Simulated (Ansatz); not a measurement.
**CH2Cl3Si radical: small, medium and large basis sets**

One table from this session's results is given with a row withheld; the runs are named, their logs left out.

Computed with Ansatz 0.2.0, Gaussian basis. Level: one geometry, several basis sets.

Levels to be run: PBE0-D4/def2-SVP; ωB97M-V/def2-SVP; PBE0-D4/def2-QZVPP; ωB97M-V/def2-QZVPP; the functionals' def2-TZVPP values are taken from earlier runs.

### The relaxed structure

An earlier PBE0-D4 in a triple-zeta def2 set relaxation fixed the geometry.

7 atoms, charge 0, spin multiplicity 2.

Atoms are counted from 1 here; the program's logs count them from 0.

Bond lengths: C1–Si2 1.817 Å, C1–H6 1.084 Å, C1–H7 1.084 Å, Si2–Cl3 2.035 Å, Si2–Cl4 2.040 Å, Si2–Cl5 2.036 Å. Angles: Si2–C1–H6 121.7°, Si2–C1–H7 121.7°, H6–C1–H7 116.5°, C1–Si2–Cl3 110.2°, C1–Si2–Cl4 111.2°, C1–Si2–Cl5 110.2°, Cl3–Si2–Cl4 108.0°, Cl3–Si2–Cl5 109.3°, Cl4–Si2–Cl5 108.0°.

Coordinates:

```xyz
7
CH2Cl3Si
C    -0.2269    0.7232    0.8890
Si    0.1460   -0.4022   -0.4872
Cl    1.3254   -1.9314    0.1562
Cl   -1.5599   -1.2063   -1.2640
Cl    1.1013    0.6028   -1.9775
H    -0.2905    0.3710    1.9126
H    -0.4340    1.7750    0.7251
```

Set-up of the first run:

File in.yaml:

```yaml
crystal:
  periodic: [false, false, false]
  atoms:
    - {symbol: C, position_ang: [-0.226931, 0.723222, 0.889020]}
    - {symbol: Si, position_ang: [0.146022, -0.402240, -0.487190]}
    - {symbol: Cl, position_ang: [1.325368, -1.931393, 0.156244]}
    - {symbol: Cl, position_ang: [-1.559901, -1.206344, -1.263979]}
    - {symbol: Cl, position_ang: [1.101288, 0.602769, -1.977476]}
    - {symbol: H, position_ang: [-0.290530, 0.370998, 1.912633]}
    - {symbol: H, position_ang: [-0.434017, 1.774988, 0.725148]}
basis:
  gaussian: {orbitals: def2-SVP}
magnetization: {spin_polarized: true, initial_magnetization: 1}
hamiltonian: {xc: pbe0, dispersion: d4}
output: {orbitals: {seedname: orbitals}}
```

Started as:

```bash
> ansatz run in.yaml --threads 4 --pin off --events-out ev --progress --plain --max-ram 10444MiB
```

Steps of the session up to this table: PBE0-D4 in def2-SVP; ωB97M-V in def2-SVP; PBE0-D4 in def2-QZVPP; ωB97M-V in def2-QZVPP.

One of the session's tables, all rows but one given; the rest of the session is left out.

It belongs to the step «Functionals by basis». 

| functional | basis | HOMO (eV) | LUMO (eV) |
| --- | --- | --- | --- |
| PBE0-D4 | def2-SVP | -7.82 | -3.04 |
| PBE0-D4 | def2-TZVPP | -7.86 | -3.16 |
| PBE0-D4 | def2-QZVPP | -7.89 | -3.20 |
| ωB97M-V | def2-SVP | -9.83 | -1.04 |
| ωB97M-V | def2-TZVPP | ? | ? |
| ωB97M-V | def2-QZVPP | -9.91 | -1.35 |

Estimate the missing values for ωB97M-V, def2-TZVPP.

The run gave: HOMO (eV): -9.88; LUMO (eV): -1.29. In the column «HOMO (eV)» it lies between ωB97M-V, def2-QZVPP (-9.91) and ωB97M-V, def2-SVP (-9.83).
